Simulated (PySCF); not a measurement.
**MoS₃: structure of the singlet**

Where does singlet MoS₃ go from a trigonal pyramidal start, is the end point a minimum, and what are its modes, charges and moments?

Computed with PySCF 2.14.0. Level: PBE0, basis Mo def2-TZVP with ECP28, S def2-TZVP, scalar-relativistic core potentials, no spin–orbit coupling, density fitting.

## (1) Starting geometry

4 atoms, charge 0, spin multiplicity 1.

Bond lengths: Mo1–S2 2.150 Å, Mo1–S3 2.150 Å, Mo1–S4 2.150 Å. Angles: S2–Mo1–S3 99.8°, S2–Mo1–S4 99.8°, S3–Mo1–S4 99.8°.

```xyz
4
charge 0 multiplicity 1
Mo    0.0000    0.0000   -0.4995
S     1.8983    0.0000    0.5099
S    -0.9492    1.6440    0.5099
S    -0.9492   -1.6440    0.5099
```

## (2) Relaxation: trigonal pyramidal start, singlet

One driver script runs all steps and calls PySCF; scf.py shows how it sets up the SCF of each step. The optimiser is the driver's own. Before each start the driver seeks the lowest SCF state from one or more starting densities and follows internal instabilities, so scf.py alone need not reach the same state.

The program finds C3v symmetry in the start, which this walk keeps. The walk stops when the largest gradient is under 0.0003 Eh/bohr and the energy has settled too.

scf.py reads:

```python
from pyscf import gto, scf, dft
mol = gto.M(atom='''
Mo    -0.000000    -0.000000    -0.499520
S      1.898331     0.000003     0.509879
S     -0.949167     1.644001     0.509880
S     -0.949163    -1.644004     0.509880''',
    basis={'Mo': 'def2-TZVP', 'S': 'def2-TZVP'},
    ecp={'Mo': 'def2-TZVP'},
    charge=0, spin=0)
mf = dft.RKS(mol, xc='PBE0')
mf.grids.atom_grid = (50, 194)
aux = {'Mo': 'def2-universal-JKFIT', 'S': 'def2-universal-JKFIT'}
mf = mf.density_fit(auxbasis=aux)
mf.kernel()
```

Energy and gradient, step by step:

```tsv
step	energy (Eh)	change (kJ/mol)	largest symmetric gradient (Eh/bohr)
0	-1262.465773	0.00	0.07509
1	-1262.479347	-35.64	0.00709
2	-1262.480313	-38.17	0.00340
3	-1262.480431	-38.48	0.00072
4	-1262.480434	-38.49	0.00006
```

The walk took 18 s on 8 threads, shared host.

Positions (Å) and forces (eV/Å) along the way:

```
step 0
Mo   0.000   0.000  -0.500  -0.007   0.000   3.861
S    1.898   0.000   0.510  -0.746   0.000  -1.281
S   -0.949   1.644   0.510   0.377  -0.650  -1.290
S   -0.949  -1.644   0.510   0.377   0.650  -1.290
step 1
Mo   0.000   0.000  -0.355  -0.016   0.000   0.364
S    1.932   0.000   0.462   0.277   0.000  -0.134
S   -0.966   1.673   0.462  -0.131   0.231  -0.115
S   -0.966  -1.673   0.462  -0.131  -0.231  -0.115
step 2
Mo   0.000   0.000  -0.317  -0.012   0.000   0.175
S    1.960   0.000   0.449   0.049   0.000  -0.072
S   -0.980   1.697   0.449  -0.018   0.036  -0.051
S   -0.980  -1.697   0.449  -0.018  -0.036  -0.051
step 3
Mo   0.000   0.000  -0.297  -0.009   0.000   0.037
S    1.971   0.000   0.443  -0.006   0.000  -0.025
S   -0.985   1.707   0.443   0.008  -0.009  -0.006
S   -0.985  -1.707   0.443   0.008   0.009  -0.006
step 4
Mo   0.000   0.000  -0.295  -0.009   0.000   0.003
S    1.972   0.000   0.442   0.003   0.000  -0.013
S   -0.986   1.708   0.442   0.003  -0.002   0.005
S   -0.986  -1.708   0.442   0.003   0.002   0.005
```

It settles in C3v symmetry, 38.5 kJ/mol below the start, after 4 steps: Mo–S 2.105 Å (×3); S–Mo–S 108.4° (×3).

## (3) Frequencies

On the finer grid the gradient is checked again; gradients at displacements of ±0.01 bohr then give force constants and infrared intensities.

Edit scf.py of step 2 so:

```diff
@@ -3,4 +3,4 @@
-Mo    -0.000000    -0.000000    -0.499520
-S      1.898331     0.000003     0.509879
-S     -0.949167     1.644001     0.509880
-S     -0.949163    -1.644004     0.509880''',
+Mo    -0.000000    -0.000000    -0.361912
+S      1.973122     0.000003     0.371211
+S     -0.986563     1.708772     0.371211
+S     -0.986559    -1.708775     0.371212''',
@@ -11 +11 @@
-mf.grids.atom_grid = (50, 194)
+mf.grids.atom_grid = (75, 302)
```

The driver hands on the density of the step before, so the log starts near convergence.

Log of the central SCF (cycles and frontier levels):

```text
init E= -1262.48041727465
  HOMO = -0.25552208319591  LUMO = -0.165110384029567  gap/eV = 2.46023
cycle= 1 E= -1262.48041727458  delta_E= 6.34e-11  |g|= 1.84e-05  |ddm|= 1.79e-05
  HOMO = -0.255523217809627  LUMO = -0.165107188918651  gap/eV = 2.46035
cycle= 2 E= -1262.48041727338  delta_E= 1.21e-09  |g|= 7.41e-05  |ddm|= 5.16e-05
  HOMO = -0.255522870900187  LUMO = -0.165110411524551  gap/eV = 2.46025
cycle= 3 E= -1262.48041727463  delta_E= -1.26e-09  |g|= 1.06e-05  |ddm|= 4.15e-05
  HOMO = -0.255522647840278  LUMO = -0.16510997855437  gap/eV = 2.46025
cycle= 4 E= -1262.48041727466  delta_E= -2.46e-11  |g|= 2.91e-06  |ddm|= 8.64e-06
  HOMO = -0.2555225244201  LUMO = -0.165110008658498  gap/eV = 2.46025
Extra cycle  E= -1262.48041727463  delta_E= 2.16e-11  |g|= 8.16e-06  |ddm|= 9.73e-06
converged SCF energy = -1262.48041727463
```

The whole step took 44 s.

Geometry: C3v; Mo–S 2.105 Å (×3); S–Mo–S 108.5° (×3).

Modes, for the most abundant isotopes:

```
symmetry  ω (cm⁻¹)  IR (km/mol)  μ (u)
      a1       177          1.5  42.58
       e       193          2.0  34.55
      a1       558          1.0  34.91
       e       565          175  40.87
```

All wavenumbers are real: a minimum.

Constants and moments:

```yaml
Dipole_moment: 3.30 D
Highest_occupied_level: -6.95 eV
Lowest_empty_level: -4.49 eV
Rotational_constants: 0.07924, 0.07924, 0.04514 cm⁻¹
Zero-point_energy: 13.5 kJ/mol
Principal_polarisabilities: 56.6, 119.7, 119.7 bohr³
Atomisation_energy_without_zero-point_energy: 1194 kJ/mol
Principal_traceless_quadrupole_moments_about_the_centre_of_mass: -4.63, -4.63, 9.26 D Å
Entropy_at_298.15_K_and_1_bar: 317.9 J/(mol K)
Heat_capacity_Cp_at_298.15_K: 70.5 J/(mol K)
Enthalpy_at_298.15_K_above_0_K: 15.92 kJ/mol
Rotational_symmetry_number: 3
```

Charges (e) and bond orders:

```csv
atom,Mulliken,Löwdin,polar tensor,Mayer order to Mo1
Mo1,0.98,-0.46,1.24,–
"S2,3,4",-0.33,0.15,-0.41,2.00
```

Mulliken populations on Mo1 (outside its core potential): s 2.27, p 6.32, d 4.40, f 0.03.

## (4) Stability of the closed shell

At the lowest minimum the closed shell is tested against spin polarisation, on the (50, 194) grid. It is stable.

## (5) Summary of results

| quantity | value |
| --- | --- |
| minimum | singlet, C3v |
| geometry | Mo–S 2.105 Å (×3); S–Mo–S 108.5° (×3) |
| wavenumbers (cm⁻¹) | 177 (a1), 193 (e), 558 (a1), 565 (e) |
| dipole moment | 3.30 D |
| highest occupied, lowest empty level | -6.95, -4.49 eV |
| polar-tensor charge of Mo1 | +1.24 e |
| zero-point energy | 13.5 kJ/mol |
| entropy at 298.15 K | 317.9 J/(mol K) |
| atomisation energy (no zero-point energy) | 1194 kJ/mol |

The trigonal pyramidal start keeps its C3v symmetry and ends in a minimum. In the infrared the band at 565 cm⁻¹ (e, stretch) leads. Only this shape and spin were tried, so other structures or states may lie lower.

The search up to here took 74 s.
